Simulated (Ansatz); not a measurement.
The system is Al3Au.

```
Au Al
1.0
    -2.02533    2.02533    4.05660
     2.02533   -2.02533    4.05660
     2.02533    2.02533   -4.05660
Au Al
1 3
Direct
  0.00000 0.00000 0.00000
  0.50000 0.50000 0.00000
  0.25000 0.75000 0.50000
  0.75000 0.25000 0.50000
```

The cell comes from a database or a generator and needn't be the stable form of this composition.

* Program: Ansatz 0.2.0
* Task: single point
* Functional: PBE
* Potentials or basis: Ansatz PAW
* Cutoff: 420 eV (not typed: the program's choice for these potentials)
* k mesh: 9 × 9 × 9
* Occupations: fermi-dirac, width 0.05 eV
* Spin: no spin polarisation

On this cell: pressure 0.4 GPa; largest force under 0.003 eV/Å; band gap on the k mesh none (metal or under the smearing width).

The same run follows on a disturbed copy (atoms moved at random, drawn with an rms of 0.05 Å):

```xyz
4
Lattice="-2.0253 2.0253 4.0566 2.0253 -2.0253 4.0566 2.0253 2.0253 -4.0566" Properties=species:S:1:pos:R:3 pbc="T T T"
Au   -0.0198    0.0284    0.0005
Al   -0.0033    0.0023    4.1249
Al    2.0287   -0.0261    2.1018
Al   -0.0197    1.9909    2.0023
```

Q: What does the disturbed cell give?

A: The energy (extrapolated to zero smearing) moves by +4.4 meV/atom; pressure 0.6 GPa; largest force 0.283 eV/Å; band gap on the k mesh none (metal or under the smearing width).

Forces on the atoms (eV/Å):
```
Au   0.024 -0.066  0.059
Al  -0.049 -0.003 -0.229
Al  -0.062  0.018 -0.094
Al   0.088  0.051  0.264
```

Stress tensor (GPa, compression positive):
```
0.95 0.00 0.03
0.00 0.44 0.01
0.03 0.01 0.40
```
